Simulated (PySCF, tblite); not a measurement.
**C₄H₁₁PSSi: geometry, infrared bands and NMR shifts**

Wanted: the infrared bands and NMR shifts of C₄H₁₁PSSi (`CS[Si@H](P)C1CC1`), by calculation.

The runs use tblite 0.8.0 and PySCF 2.14.0, with density-fitted response routines of our own; the level of theory stands in each step. All values are computed, except where a source is named. Atoms count from 0, in the outputs and in this text.

### 1 The starting structure

18 atoms, charge 0, multiplicity 1; geometry from: force field or distance geometry start.

Bonds of the start (Å): C0–S1 1.81, S1–Si2 2.13, Si2–P3 2.22, Si2–C4 1.86, C4–C5 1.50, C5–C6 1.50, C6–C4 1.52, C0–H7 1.12, C0–H8 1.12, C0–H9 1.09, Si2–H10 1.46, P3–H11 1.46, P3–H12 1.43, C4–H13 1.10, C5–H14 1.09, C5–H15 1.12, C6–H16 1.11, C6–H17 1.10.

### 2 Geometry optimisation with GFN2-xTB

Job settings and geometry (Å):

```
{"job": {"kind": "relax", "xc": "GFN2-xTB", "basis": "xTB"}, "charge": 0, "multiplicity": 1}
C      3.221200    -0.017800    -0.335000
S      1.578600    -0.623600     0.112900
Si    -0.005800     0.502700    -0.752700
P      0.119500     2.574300     0.045100
C     -1.604900    -0.200400    -0.121900
C     -2.242200    -1.404900    -0.750900
C     -1.430800    -1.570500     0.502800
H      3.304800     1.078300    -0.100500
H      3.968400    -0.553300     0.300300
H      3.437300    -0.254300    -1.377900
H      0.094900     0.534600    -2.209400
H     -1.235300     2.976600     0.428200
H      0.656400     3.482500    -0.914000
H     -2.303300     0.518900     0.318900
H     -1.876300    -1.757100    -1.716400
H     -3.335700    -1.566700    -0.576500
H     -0.441700    -2.066400     0.378200
H     -1.913800    -1.646700     1.492400
```

Started as:

```
OMP_NUM_THREADS=1 python probes_run.py task.json out
```

This one command runs all jobs of the session in turn.

**Question.** This job is followed by: GFN2-xTB harmonic vibrations, gas phase; GIAO PBE0/pcSseg-1 NMR shielding, non-relativistic, gas phase. Predict these results of the whole session: strongest single infrared mode (GFN2-xTB); zero-point energy (GFN2-xTB); 13C shifts against TMS (PBE0/pcSseg-1); 1H shifts against TMS (PBE0/pcSseg-1, means over atoms taken as alike); 33S shifts against CS2 (PBE0/pcSseg-1); 29Si shifts against TMS (PBE0/pcSseg-1); 31P shifts against H3PO4 (PBE0/pcSseg-1); surface potential, 1st and 99th percentile.

**Answer**, as computed:

```
                                                              quantity                                                value
                             strongest single infrared mode (GFN2-xTB)                                 608 cm⁻¹, 277 km/mol
                                          zero-point energy (GFN2-xTB)                                        85.3 kcal/mol
                                13C shifts against TMS (PBE0/pcSseg-1)                             13.1, 7.3, 6.7, -1.1 ppm
1H shifts against TMS (PBE0/pcSseg-1, means over atoms taken as alike)  5.76, 1.96, 1.16, 0.83, 0.82, 0.73, 0.34, -0.25 ppm
                                33S shifts against CS2 (PBE0/pcSseg-1)                                             -204 ppm
                               29Si shifts against TMS (PBE0/pcSseg-1)                                             12.3 ppm
                              31P shifts against H3PO4 (PBE0/pcSseg-1)                                           -288.6 ppm
                                 surface potential, 1st and 99th percentile                                   -1.02 V and 0.90 V
```

What this shows: Over 98 steps the energy fell by 1.005 eV; of the close pairs, P3–H11 changed most, 1.464 to 1.380 Å. The lowest mode is slightly imaginary (7i cm⁻¹), a soft motion within the noise of the Hessian, so the minimum is not strictly shown. The strongest single mode, at 608 cm⁻¹, moves mainly H10. GFN2-xTB is a fitted tight-binding method: band positions and strengths are rough. Its intensities can rank the bands wrongly. At PBE0/pcSseg-1: The widest tensor belongs to S1: span 207 ppm, with a paramagnetic part of -353 ppm.
